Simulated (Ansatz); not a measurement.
**ClFH₆Si₃: up Jacob's ladder to CCSD(T)**

How much do the methods differ for ClFH₆Si₃? The plan is to run it at one geometry with functionals of several rungs and with coupled cluster. The yardstick is the atomisation energy at the CCSD(T) limit.

The runs use Ansatz 0.2.0, Gaussian basis; functionals in def2-TZVPP, the program's frozen cores in correlated methods.

Plan: LDA (SPW92), PBE-D4, revPBE-D4, BLYP-D4, r2SCAN-D4, B97M-V, PBE0-D4, B3LYP-D4, r2SCANh-D4, r2SCAN0-D4, HSE06-D4, BHLYP-D4, CAM-B3LYP-D4, LC-ωPBE, ωB97X-V, ωB97M-V, B2PLYP, PBE-QIDH; CCSD(T)/def2-SVP; CCSD(T)/def2-TZVPP; MP2/def2-QZVPP; extrapolation to the limit; RPA on PBE.

## (1) The geometry

The geometry comes from an earlier relaxation with PBE0-D4 in a triple-zeta def2 set; it is a stationary point, not always the lowest conformer.

11 atoms, charge 0, spin multiplicity 1.

Atoms are counted from 1 here; the program's logs count them from 0.

Bond lengths: F1–Si2 1.604 Å, Si2–Si3 2.345 Å, Si2–Si4 2.345 Å, Si2–Cl5 2.061 Å, Si3–H6 1.486 Å, Si3–H7 1.486 Å, Si3–H8 1.487 Å, Si4–H9 1.487 Å, Si4–H10 1.486 Å, Si4–H11 1.486 Å. Angles: F1–Si2–Si3 108.9°, F1–Si2–Si4 108.9°, F1–Si2–Cl5 107.1°, Si3–Si2–Si4 116.7°, Si3–Si2–Cl5 107.5°, Si4–Si2–Cl5 107.5°, Si2–Si3–H6 109.9°, Si2–Si3–H7 108.1°, Si2–Si3–H8 109.9°, H6–Si3–H7 109.9°, H6–Si3–H8 109.8°, H7–Si3–H8 109.2°, Si2–Si4–H9 109.9°, Si2–Si4–H10 108.1°, Si2–Si4–H11 109.9°, H9–Si4–H10 109.2°, H9–Si4–H11 109.8°, H10–Si4–H11 109.9°.

Coordinates:

```xyz
11
ClFH6Si3
F    -2.05734    0.79706    0.40524
Si   -0.51390    0.65963   -0.01071
Si    0.73962    0.11575    1.89456
Si   -0.34738   -0.80466   -1.83422
Cl    0.10851    2.51751   -0.65064
H     0.56642    1.16652    2.93037
H     2.16957    0.02854    1.49813
H     0.30036   -1.19948    2.43170
H    -0.82976   -2.15619   -1.44436
H     1.08312   -0.89157   -2.22873
H    -1.15383   -0.29012   -2.97084
```

## (2) LDA

This LDA is Slater exchange with PW92 correlation.

File in.yaml:

```yaml
crystal:
  periodic: [false, false, false]
  atoms:
    - {symbol: F, position_ang: [-2.057337, 0.797062, 0.405237]}
    - {symbol: Si, position_ang: [-0.513902, 0.659635, -0.010706]}
    - {symbol: Si, position_ang: [0.739623, 0.115748, 1.894556]}
    - {symbol: Si, position_ang: [-0.347378, -0.804662, -1.834223]}
    - {symbol: Cl, position_ang: [0.108507, 2.517509, -0.650640]}
    - {symbol: H, position_ang: [0.566424, 1.166518, 2.930369]}
    - {symbol: H, position_ang: [2.169573, 0.028541, 1.498128]}
    - {symbol: H, position_ang: [0.300356, -1.199476, 2.431704]}
    - {symbol: H, position_ang: [-0.829758, -2.156187, -1.444360]}
    - {symbol: H, position_ang: [1.083123, -0.891570, -2.228726]}
    - {symbol: H, position_ang: [-1.153832, -0.290117, -2.970841]}
basis:
  gaussian: {orbitals: def2-TZVPP}
hamiltonian: {xc: lda}
output: {orbitals: {seedname: orbitals}}
```

After this run come: PBE-D4 (GGA); revPBE-D4 (GGA); BLYP-D4 (GGA); r2SCAN-D4 (meta-GGA); B97M-V (meta-GGA); PBE0-D4 (hybrid); B3LYP-D4 (hybrid); r2SCANh-D4 (hybrid); r2SCAN0-D4 (hybrid); HSE06-D4 (hybrid); BHLYP-D4 (hybrid); CAM-B3LYP-D4 (range-separated); LC-ωPBE-D4 (range-separated); ωB97X-V (range-separated); ωB97M-V (range-separated); B2PLYP (double hybrid); PBE-QIDH (double hybrid); CCSD(T) in def2-SVP; CCSD(T) in def2-TZVPP; MP2 in def2-QZVPP; RPA on PBE orbitals.

Before running them: what should the planned runs give, taken together? Wanted: atomisation energy, CCSD(T)/CBS; farthest beyond LDA; mean size of error, GGA; mean size of error, meta-GGA; mean size of error, hybrid; mean size of error, range-separated; mean size of error, double hybrid; gap, smallest and largest; T1 diagnostic.

As calculated:

| quantity | value |
| --- | --- |
| atomisation energy, CCSD(T)/CBS | 3435.7 kJ/mol |
| functionals within 17.2 kJ/mol (0.5 %) | r2SCAN-D4, CAM-B3LYP-D4, ωB97M-V |
| farthest beyond LDA | revPBE-D4 (-87.7 kJ/mol) |
| mean size of error, GGA | 59.1 kJ/mol |
| mean size of error, meta-GGA | 11.9 kJ/mol |
| mean size of error, hybrid | 43.3 kJ/mol |
| mean size of error, range-separated | 26.2 kJ/mol |
| mean size of error, double hybrid | 63.8 kJ/mol |
| gap, smallest and largest | 4.76 eV (LDA (SPW92)), 11.45 eV (LC-ωPBE) |
| T1 diagnostic | 0.0127 |
| triples share of the correlation energy | 3.5 % |

In words: LDA overbinds by 367.9 kJ/mol (11 %). PBE-D4 is off by -30.6 kJ/mol. Double hybrids carry the basis error of their MP2 part in triple zeta, and no dispersion term here, so their miss is partly the set-up's. Taken by rung, meta-GGA functionals do best (11.9 kJ/mol on average) and double hybrid ones worst beyond LDA (63.8 kJ/mol). The reference freezes the cores and leaves out relativity and excitations past (T), so misses under about 17.2 kJ/mol can't be ranked. Hartree-Fock recovers 76 % of the binding; the rest is correlation. CCSD(T) in def2-SVP is off by -285.2 kJ/mol, so the small basis spoils what the method gains. Orbital gaps span 4.8 to 11.5 eV; exact exchange widens them.
